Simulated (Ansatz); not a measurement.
# Si₂H₄Cl₂ + H₂O + H₂O: a complex and its separated parts, part 3 of 3

Ansatz 0.2.0, Gaussian basis. The steps go on from the part before.

### 18 PBE-QIDH/def2-TZVPP

The inputs:

parta/in.yaml

```yaml
crystal:
  periodic: [false, false, false]
  atoms:
    - {symbol: Si, position_ang: [-0.694684, 1.463983, -0.655939]}
    - {symbol: Si, position_ang: [0.090813, -0.412991, -1.802789]}
    - {symbol: Cl, position_ang: [-1.400601, 2.832946, -2.012811]}
    - {symbol: Cl, position_ang: [-2.223658, 0.897130, 0.590818]}
    - {symbol: H, position_ang: [0.313065, 2.157494, 0.178221]}
    - {symbol: H, position_ang: [-1.030697, -0.987689, -2.587703]}
    - {symbol: H, position_ang: [0.591711, -1.412433, -0.823697]}
    - {symbol: H, position_ang: [1.193302, -0.006546, -2.712577]}
basis:
  gaussian: {orbitals: def2-TZVPP}
hamiltonian: {xc: {name: PBE-QIDH}}
```

partb/in.yaml

```yaml
crystal:
  periodic: [false, false, false]
  atoms:
    - {symbol: H, position_ang: [1.041515, -0.482541, 1.366355]}
    - {symbol: O, position_ang: [1.407456, 0.124917, 0.719921]}
    - {symbol: H, position_ang: [1.967567, 0.718546, 1.224510]}
basis:
  gaussian: {orbitals: def2-TZVPP}
hamiltonian: {xc: {name: PBE-QIDH}}
```

partc/in.yaml

```yaml
crystal:
  periodic: [false, false, false]
  atoms:
    - {symbol: H, position_ang: [-0.250002, -2.392247, 2.073193]}
    - {symbol: O, position_ang: [-0.103059, -1.484141, 2.346226]}
    - {symbol: H, position_ang: [-0.902630, -1.016227, 2.096170]}
basis:
  gaussian: {orbitals: def2-TZVPP}
hamiltonian: {xc: {name: PBE-QIDH}}
```

The same command starts each run, in its folder.

Command:

```console
$ ansatz run in.yaml --threads 5 --pin off --events-out ev --progress --plain --max-ram 66560MiB --backend cpu
```

parta printed, cut to the lines that bear on the results:

```text
Functional definition: PBE-QIDH
  name "PBE-QIDH"
  cite "Brémond, Sancho-García, Pérez-Jiménez & Adamo, J. Chem. Phys. 141, 031101 (2014) doi:10.1063/1.4890314"
  cite "Perdew, Burke & Ernzerhof, Phys. Rev. Lett. 77, 3865 (1996) doi:10.1103/PhysRevLett.77.3865"
[...]
1289 factors; integrals over basis functions are off by at most 6.3e-4 eV
[...]
mean field -40839.22825121 eV, -1500.8139564090 hartree, gradient 4.1e-6 eV, S^2 0.000000; 0 other end points of the search recorded, 0 dependent functions left out
20 core orbitals not correlated: weight in the atoms' cores, before any rotation towards them, 1.000 or more for the frozen orbitals, at most 0.000 for the correlated occupied ones
reference -40839.22826549 eV, -1500.8139569336 hartree; 13, 13 occupied and 191, 191 virtual orbitals, 1289 factors
second order -19.27013418 eV of doubles, -0.00000000 eV of singles
Total energy: -40845.65164355 eV, -1501.0500117233 hartree
```

Log of partb, cut to the lines that bear on the results:

```text
[... 4 set-up lines as earlier in the session ...]
[...]
361 factors; integrals over basis functions are off by at most 7.6e-4 eV
[...]
mean field -2075.58438210 eV, -76.2763191607 hartree, gradient 2.1e-6 eV, S^2 0.000000; 0 other end points of the search recorded, 0 dependent functions left out
1 core orbitals not correlated: weight in the atoms' cores, before any rotation towards them, 1.000 or more for the frozen orbitals, at most 0.000 for the correlated occupied ones
reference -2075.58438760 eV, -76.2763193625 hartree; 4, 4 occupied and 54, 54 virtual orbitals, 361 factors
second order -7.85890075 eV of doubles, -0.00000000 eV of singles
Total energy: -2078.20402118 eV, -76.3725891211 hartree
```

Log of partc, cut to the lines that bear on the results:

```text
[... 4 set-up lines as earlier in the session ...]
[...]
361 factors; integrals over basis functions are off by at most 7.6e-4 eV
[...]
mean field -2075.58435579 eV, -76.2763181935 hartree, gradient 2.2e-6 eV, S^2 0.000000; 0 other end points of the search recorded, 0 dependent functions left out
1 core orbitals not correlated: weight in the atoms' cores, before any rotation towards them, 1.000 or more for the frozen orbitals, at most 0.000 for the correlated occupied ones
reference -2075.58436128 eV, -76.2763183953 hartree; 4, 4 occupied and 54, 54 virtual orbitals, 361 factors
second order -7.85898803 eV of doubles, -0.00000000 eV of singles
Total energy: -2078.20402396 eV, -76.3725892231 hartree
```

Times: 3 s (parta), 0.25 s (partb), 0.25 s (partc) on 5 threads of AMD EPYC 7R13, shared host.

### 19 RPA on PBE/def2-TZVPP

The same edit goes into each in.yaml of step 18 (parta, partb, partc):

```diff
-hamiltonian: {xc: {name: PBE-QIDH}}
+hamiltonian: {xc: pbe}
+correlation: {method: rpa}
```

One command serves all of them, each in its own folder.

Command:

```console
$ ansatz run in.yaml --threads 5 --pin off --events-out ev --progress --plain --max-ram 66560MiB --backend cpu
```

parta printed, cut to the lines that bear on the results:

```text
[... 4 set-up lines as earlier in the session ...]
[...]
1289 factors; integrals over basis functions are off by at most 6.3e-4 eV
[...]
mean field -40851.08040973 eV, -1501.2495152006 hartree, gradient 4.4e-6 eV, S^2 0.000000; 0 other end points of the search recorded, 0 dependent functions left out
20 core orbitals not correlated: weight in the atoms' cores, before any rotation towards them, 1.000 or more for the frozen orbitals, at most 0.000 for the correlated occupied ones
reference -40797.63470622 eV, -1499.2854218237 hartree; 13, 13 occupied and 191, 191 virtual orbitals, 1289 factors
Total energy: -40827.64815627 eV, -1500.3883957689 hartree
```

partb printed, cut to the lines that bear on the results:

```text
[... 4 set-up lines as earlier in the session ...]
[...]
361 factors; integrals over basis functions are off by at most 7.6e-4 eV
[...]
mean field -2078.40752501 eV, -76.3800677487 hartree, gradient 2.4e-6 eV, S^2 0.000000; 0 other end points of the search recorded, 0 dependent functions left out
1 core orbitals not correlated: weight in the atoms' cores, before any rotation towards them, 1.000 or more for the frozen orbitals, at most 0.000 for the correlated occupied ones
reference -2069.53702040 eV, -76.0540827171 hartree; 4, 4 occupied and 54, 54 virtual orbitals, 361 factors
Total energy: -2080.48255838 eV, -76.4563238186 hartree
```

Output in partc, cut to the lines that bear on the results:

```text
[... 4 set-up lines as earlier in the session ...]
[...]
361 factors; integrals over basis functions are off by at most 7.6e-4 eV
[...]
mean field -2078.40755250 eV, -76.3800687592 hartree, gradient 2.1e-6 eV, S^2 0.000000; 0 other end points of the search recorded, 0 dependent functions left out
1 core orbitals not correlated: weight in the atoms' cores, before any rotation towards them, 1.000 or more for the frozen orbitals, at most 0.000 for the correlated occupied ones
reference -2069.53696833 eV, -76.0540808034 hartree; 4, 4 occupied and 54, 54 virtual orbitals, 361 factors
Total energy: -2080.48260231 eV, -76.4563254330 hartree
```

They took 2.5 s (parta), 0.35 s (partb), 0.25 s (partc) on 5 threads of AMD EPYC 7R13, shared host.

### 20 CCSD(T)/def2-TZVPP

The same edit goes into each in.yaml of step 19 (parta, partb, partc):

```diff
-hamiltonian: {xc: pbe}
-correlation: {method: rpa}
+correlation: {method: ccsd_t}
```

Command:

```console
$ ansatz run in.yaml --threads 5 --pin off --events-out ev --progress --plain --max-ram 66560MiB --backend cuda --devices 0, --max-vram 37GiB   # in parta
$ ansatz run in.yaml --threads 5 --pin off --events-out ev --progress --plain --max-ram 66560MiB --backend cpu   # in partb
$ ansatz run in.yaml --threads 5 --pin off --events-out ev --progress --plain --max-ram 66560MiB --backend cpu   # in partc
```

parta printed, cut to the lines that bear on the results:

```text
Functional definition: HF
  name "HF"
  cite "Fock, Z. Phys. 61, 126 (1930) doi:10.1007/BF01340294"
[... 1 set-up line as earlier in the session ...]
[...]
1289 factors; integrals over basis functions are off by at most 6.3e-4 eV
[...]
mean field -40799.21893176 eV, -1499.3436410384 hartree, gradient 5.4e-6 eV, S^2 0.000000; 0 other end points of the search recorded, 0 dependent functions left out
20 core orbitals not correlated: weight in the atoms' cores, before any rotation towards them, 1.000 or more for the frozen orbitals, at most 0.000 for the correlated occupied ones
reference -40799.21893176 eV, -1499.3436410384 hartree; 13, 13 occupied and 191, 191 virtual orbitals, 1289 factors
second order -16.95496656 eV of doubles, -0.00000000 eV of singles
cycle   1  -18.18970270 eV  change    -1.2e0 eV  update   9.0e-2
[...]
cycle   8  -18.72948422 eV  change   -2.9e-5 eV  update   2.9e-5
perturbative correction -0.76043487 eV, -0.0279454662 hartree
Total energy: -40818.70885086 eV, -1500.0598823544 hartree
```

Output in partb, cut to the lines that bear on the results:

```text
[... 4 set-up lines as earlier in the session ...]
[...]
361 factors; integrals over basis functions are off by at most 7.6e-4 eV
[...]
mean field -2069.76245616 eV, -76.0623673287 hartree, gradient 3.6e-6 eV, S^2 0.000000; 0 other end points of the search recorded, 0 dependent functions left out
1 core orbitals not correlated: weight in the atoms' cores, before any rotation towards them, 1.000 or more for the frozen orbitals, at most 0.000 for the correlated occupied ones
reference -2069.76245616 eV, -76.0623673287 hartree; 4, 4 occupied and 54, 54 virtual orbitals, 361 factors
second order -7.10549695 eV of doubles, -0.00000000 eV of singles
cycle   1  -7.11157693 eV  change   -6.1e-3 eV  update   4.1e-2
[...]
cycle   8  -7.26602231 eV  change    3.4e-6 eV  update   7.2e-6
perturbative correction -0.20739509 eV, -0.0076216289 hartree
Total energy: -2077.23587357 eV, -76.3370103525 hartree
```

partc printed, cut to the lines that bear on the results:

```text
[... 4 set-up lines as earlier in the session ...]
[...]
361 factors; integrals over basis functions are off by at most 7.6e-4 eV
[...]
mean field -2069.76241368 eV, -76.0623657673 hartree, gradient 3.6e-6 eV, S^2 0.000000; 0 other end points of the search recorded, 0 dependent functions left out
1 core orbitals not correlated: weight in the atoms' cores, before any rotation towards them, 1.000 or more for the frozen orbitals, at most 0.000 for the correlated occupied ones
reference -2069.76241368 eV, -76.0623657673 hartree; 4, 4 occupied and 54, 54 virtual orbitals, 361 factors
second order -7.10556375 eV of doubles, -0.00000000 eV of singles
cycle   1  -7.11162587 eV  change   -6.1e-3 eV  update   4.1e-2
[...]
cycle   8  -7.26608132 eV  change    3.3e-6 eV  update   7.2e-6
perturbative correction -0.20740296 eV, -0.0076219181 hartree
Total energy: -2077.23589796 eV, -76.3370112489 hartree
```

Wall times: 24 s (parta, 1 × a share of an NVIDIA H100 with 5 threads of AMD EPYC 7R13, shared host), 0.35 s (partb, 5 threads of AMD EPYC 7R13, shared host), 0.3 s (partc, 5 threads of AMD EPYC 7R13, shared host).

### 21 CCSD(T)/def2-QZVPP

Each input of step 20 (parta, partb, partc) changes in the same lines:

```diff
-  gaussian: {orbitals: def2-TZVPP}
+  gaussian: {orbitals: "def2-QZVPP.json"}
```

The basis file named in the input lies beside it (Basis Set Exchange, JSON).

Command:

```console
$ ansatz run in.yaml --threads 5 --pin off --events-out ev --progress --plain --max-ram 66560MiB --backend cuda --devices 0, --max-vram 37GiB   # in parta
$ ansatz run in.yaml --threads 5 --pin off --events-out ev --progress --plain --max-ram 66560MiB --backend cpu   # in partb
$ ansatz run in.yaml --threads 5 --pin off --events-out ev --progress --plain --max-ram 66560MiB --backend cpu   # in partc
```

Log of parta, cut to the lines that bear on the results:

```text
[... 4 set-up lines as earlier in the session ...]
[...]
2338 factors; integrals over basis functions are off by at most 5.0e-4 eV
[...]
mean field -40800.40384945 eV, -1499.3871859602 hartree, gradient 2.0e-6 eV, S^2 0.000000; 0 other end points of the search recorded, 0 dependent functions left out
20 core orbitals not correlated: weight in the atoms' cores, before any rotation towards them, 1.000 or more for the frozen orbitals, at most 0.000 for the correlated occupied ones
reference -40800.40384945 eV, -1499.3871859602 hartree; 13, 13 occupied and 367, 367 virtual orbitals, 2338 factors
second order -18.56090521 eV of doubles, -0.00000000 eV of singles
cycle   1  -19.62782955 eV  change    -1.1e0 eV  update   8.9e-2
[...]
cycle   9  -20.17772955 eV  change   -1.6e-5 eV  update   1.1e-5
perturbative correction -0.89633107 eV, -0.0329395592 hartree
Total energy: -40821.47791006 eV, -1500.1616434032 hartree
```

partb printed, cut to the lines that bear on the results:

```text
[... 4 set-up lines as earlier in the session ...]
[...]
716 factors; integrals over basis functions are off by at most 1.8e-3 eV
[...]
mean field -2069.87839191 eV, -76.0666278889 hartree, gradient 2.2e-6 eV, S^2 0.000000; 0 other end points of the search recorded, 0 dependent functions left out
1 core orbitals not correlated: weight in the atoms' cores, before any rotation towards them, 1.000 or more for the frozen orbitals, at most 0.000 for the correlated occupied ones
reference -2069.87839191 eV, -76.0666278889 hartree; 4, 4 occupied and 112, 112 virtual orbitals, 716 factors
second order -7.69249726 eV of doubles, -0.00000000 eV of singles
cycle   1  -7.60714515 eV  change    8.5e-2 eV  update   4.4e-2
[...]
cycle   8  -7.77288981 eV  change   -3.7e-6 eV  update   7.7e-6
perturbative correction -0.24752050 eV, -0.0090962105 hartree
Total energy: -2077.89880222 eV, -76.3613725313 hartree
```

Log of partc, cut to the lines that bear on the results:

```text
[... 4 set-up lines as earlier in the session ...]
[...]
716 factors; integrals over basis functions are off by at most 1.8e-3 eV
[...]
mean field -2069.87834698 eV, -76.0666262375 hartree, gradient 2.2e-6 eV, S^2 0.000000; 0 other end points of the search recorded, 0 dependent functions left out
1 core orbitals not correlated: weight in the atoms' cores, before any rotation towards them, 1.000 or more for the frozen orbitals, at most 0.000 for the correlated occupied ones
reference -2069.87834698 eV, -76.0666262375 hartree; 4, 4 occupied and 112, 112 virtual orbitals, 716 factors
second order -7.69255788 eV of doubles, -0.00000000 eV of singles
cycle   1  -7.60718769 eV  change    8.5e-2 eV  update   4.4e-2
[...]
cycle   8  -7.77294188 eV  change   -3.5e-6 eV  update   7.7e-6
perturbative correction -0.24752781 eV, -0.0090964793 hartree
Total energy: -2077.89881667 eV, -76.3613730622 hartree
```

Times: 42 s (parta, 1 × a share of an NVIDIA H100 with 5 threads of AMD EPYC 7R13, shared host), 1.3 s (partb, 5 threads of AMD EPYC 7R13, shared host), 0.95 s (partc, 5 threads of AMD EPYC 7R13, shared host); peak memory 0.88 GiB.

### 22 Vibrations of Si₂H₄Cl₂

Contents of vib-parta/in.yaml:

```yaml
crystal:
  periodic: [false, false, false]
  atoms:
    - {symbol: Si, position_ang: [-0.694684, 1.463983, -0.655939]}
    - {symbol: Si, position_ang: [0.090813, -0.412991, -1.802789]}
    - {symbol: Cl, position_ang: [-1.400601, 2.832946, -2.012811]}
    - {symbol: Cl, position_ang: [-2.223658, 0.897130, 0.590818]}
    - {symbol: H, position_ang: [0.313065, 2.157494, 0.178221]}
    - {symbol: H, position_ang: [-1.030697, -0.987689, -2.587703]}
    - {symbol: H, position_ang: [0.591711, -1.412433, -0.823697]}
    - {symbol: H, position_ang: [1.193302, -0.006546, -2.712577]}
basis:
  gaussian: {orbitals: def2-TZVP}
hamiltonian: {xc: pbe0, dispersion: d4}
phonons: {temperatures: {t_min: 298.15, t_max: 900, t_step: 200}}
```

Command:

```console
$ ansatz run in.yaml --threads 5 --pin off --events-out ev --progress --plain --max-ram 66560MiB --backend cuda --devices 0, --max-vram 37GiB
```

Output, cut to the lines that bear on the results:

```text
[... 5 set-up lines as earlier in the session ...]
[...]
1248 factors; their error is unknown
[...]
mean field -40854.75891802 eV, -1501.3846978871 hartree, gradient 3.2e-5 eV, S^2 0.000000; 0 other end points of the search recorded, 0 dependent functions left out
[...]
Atom 5 at    -1.030697    -0.987689    -2.587703 Å, force     0.000731    -0.000057     0.000219 eV/Å
Atom 6 at     0.591711    -1.412433    -0.823697 Å, force    -0.000334     0.000807    -0.000500 eV/Å
Atom 7 at     1.193302    -0.006546    -2.712577 Å, force    -0.000731    -0.000153     0.000352 eV/Å
Dipole moment:     0.263450    -0.162663    -0.037668 e Å
Vibrations: 97.53 106.34 142.70 190.08 392.17 499.48 515.33 542.86 582.63 761.80 782.46 873.00 930.98 932.43 2223.71 2238.42 2242.48 2248.44 cm⁻¹, zero-point energy 1.010645 eV
```

It took 92 s on 1 × a share of an NVIDIA H100 with 5 threads of AMD EPYC 7R13, shared host; peak host memory 0.86 GiB.

The modes, with what each moves most:

```csv
mode,wavenumber (cm⁻¹),character
1,98,torsion with bend
2,106,torsion with bend
3,143,bend
4,190,torsion with bend
5,392,Si–Si stretch
6,499,bend
7,515,bend
8,543,Si–Cl stretch
9,583,Si–Cl stretch
10,762,bend
11,782,torsion with bend
12,873,bend
13,931,bend with torsion
14,932,bend with torsion
15,2224,Si–H stretch
16,2238,Si–H stretch
17,2242,Si–H stretch
18,2248,Si–H stretch
```

Vibrational sums (real modes only):

```csv
T (K),entropy (J/mol/K),heat capacity (J/mol/K)
298,67.0,69.9
498,109.6,95.4
698,144.3,110.4
898,173.4,120.6
```

### 23 Vibrations of H₂O

Contents of vib-partb/in.yaml:

```yaml
crystal:
  periodic: [false, false, false]
  atoms:
    - {symbol: H, position_ang: [1.041515, -0.482541, 1.366355]}
    - {symbol: O, position_ang: [1.407456, 0.124917, 0.719921]}
    - {symbol: H, position_ang: [1.967567, 0.718546, 1.224510]}
basis:
  gaussian: {orbitals: def2-TZVP}
hamiltonian: {xc: pbe0, dispersion: d4}
phonons: {temperatures: {t_min: 298.15, t_max: 900, t_step: 200}}
```

Command:

```console
$ ansatz run in.yaml --threads 5 --pin off --events-out ev --progress --plain --max-ram 66560MiB --backend cpu
```

Output, cut to the lines that bear on the results:

```text
[... 5 set-up lines as earlier in the session ...]
[...]
239 factors; their error is unknown
[...]
mean field -2078.33307678 eV, -76.3773318269 hartree, gradient 1.2e-5 eV, S^2 0.000000; 0 other end points of the search recorded, 0 dependent functions left out
[...]
Total energy: -2078.33734647 eV, -76.3774887351 hartree
Atom 0 at     1.041515    -0.482541     1.366355 Å, force     0.000766     0.000861     0.000473 eV/Å
Atom 1 at     1.407456     0.124917     0.719921 Å, force    -0.001261    -0.001117    -0.002113 eV/Å
Atom 2 at     1.967567     0.718546     1.224510 Å, force     0.000495     0.000256     0.001640 eV/Å
Dipole moment:     0.071604    -0.005095     0.424444 e Å
Vibrations: 1622.68 3851.76 3959.61 cm⁻¹, zero-point energy 0.584836 eV
```

Wall time 1.3 s (5 threads of AMD EPYC 7R13, shared host).

Wavenumbers and character of the modes:

```csv
mode,wavenumber (cm⁻¹),character
1,1623,bend
2,3852,O–H stretch
3,3960,O–H stretch
```

Vibrational sums (real modes only):

```csv
T (K),entropy (J/mol/K),heat capacity (J/mol/K)
298,0.0,0.2
498,0.4,1.7
698,1.4,3.9
898,2.6,6.1
```

### 24 Vibrations of H₂O

Contents of vib-partc/in.yaml:

```yaml
crystal:
  periodic: [false, false, false]
  atoms:
    - {symbol: H, position_ang: [-0.250002, -2.392247, 2.073193]}
    - {symbol: O, position_ang: [-0.103059, -1.484141, 2.346226]}
    - {symbol: H, position_ang: [-0.902630, -1.016227, 2.096170]}
basis:
  gaussian: {orbitals: def2-TZVP}
hamiltonian: {xc: pbe0, dispersion: d4}
phonons: {temperatures: {t_min: 298.15, t_max: 900, t_step: 200}}
```

Command:

```console
$ ansatz run in.yaml --threads 5 --pin off --events-out ev --progress --plain --max-ram 66560MiB --backend cpu
```

Output, cut to the lines that bear on the results:

```text
[... 5 set-up lines as earlier in the session ...]
[...]
239 factors; their error is unknown
[...]
mean field -2078.33307681 eV, -76.3773318280 hartree, gradient 1.2e-5 eV, S^2 0.000000; 0 other end points of the search recorded, 0 dependent functions left out
[...]
Total energy: -2078.33734664 eV, -76.3774887413 hartree
Atom 0 at    -0.250002    -2.392247     2.073193 Å, force     0.000030    -0.000070    -0.000003 eV/Å
Atom 1 at    -0.103059    -1.484141     2.346226 Å, force     0.000005     0.000002     0.000003 eV/Å
Atom 2 at    -0.902630    -1.016227     2.096170 Å, force    -0.000035     0.000068    -0.000000 eV/Å
Dipole moment:    -0.349007    -0.162309    -0.192877 e Å
Vibrations: 1622.91 3851.60 3959.33 cm⁻¹, zero-point energy 0.584823 eV
```

Wall time 0.6 s (5 threads of AMD EPYC 7R13, shared host).

Wavenumbers and character of the modes:

```csv
mode,wavenumber (cm⁻¹),character
1,1623,bend
2,3852,O–H stretch
3,3959,O–H stretch
```

Vibrational sums (real modes only):

```csv
T (K),entropy (J/mol/K),heat capacity (J/mol/K)
298,0.0,0.2
498,0.4,1.7
698,1.4,3.9
898,2.6,6.1
```

### 25 Complex less separated parts

The complex's own energies come from single points at the same levels.

Rows are in def2-TZVPP.

Differences are taken before rounding.

```csv
method,rung,complex less parts (kcal/mol),from CCSD(T) (kcal/mol)
SPW92,LDA,-23.9,-10.9
PBE-D4,GGA,-16.0,-3.0
BLYP-D4,GGA,-15.1,-2.0
r2SCAN-D4,meta-GGA,-15.2,-2.1
B97M-V,meta-GGA,-14.7,-1.7
PBE0-D4,hybrid,-14.9,-1.9
B3LYP-D4,hybrid,-14.8,-1.8
r2SCAN0-D4,hybrid,-14.8,-1.8
BHLYP-D4,hybrid,-14.8,-1.8
CAM-B3LYP-D4,range-separated hybrid,-15.8,-2.7
wB97X-V,range-separated hybrid,-14.8,-1.7
wB97M-V,range-separated hybrid,-15.7,-2.7
B2PLYP,double hybrid,-11.8,+1.2
PBE-QIDH,double hybrid,-13.0,0.0
RPA on PBE,RPA,-11.0,+2.0
Hartree-Fock,wavefunction,-5.2,+7.8
MP2,wavefunction,-13.6,-0.6
CCSD,wavefunction,-11.7,+1.3
CCSD(T),wavefunction,-13.0,0
```

The complex's zero-point energy, from a separate PBE0-D4 run, is 2.354 eV.

### 26 Outcome

The summary covers parts 1 to 3.

| quantity | value |
| --- | --- |
| complex less parts, CCSD(T)/def2-TZVPP | -13.0 kcal/mol |
| with zero-point energy | -9.0 kcal/mol |
| largest T1 diagnostic | 0.011 |

**Reading.** At CCSD(T) the complex lies 13.0 kcal/mol below its parts. Among the functionals PBE-QIDH lands nearest to CCSD(T) (0.0 kcal/mol) and SPW92 farthest (-10.9 kcal/mol). Mean unsigned error by rung: LDA 10.9, GGA 2.5, meta-GGA 1.9, hybrid 1.8, range-separated hybrid 2.4, double hybrid 0.6 kcal/mol. PBE-D4 gives a relative energy 3.0 kcal/mol too low, outside chemical accuracy (1 kcal/mol). No counterpoise was applied, and triple zeta lacks some correlation, so the CCSD(T) reference has a basis error of its own, and close matches with it are partly luck.
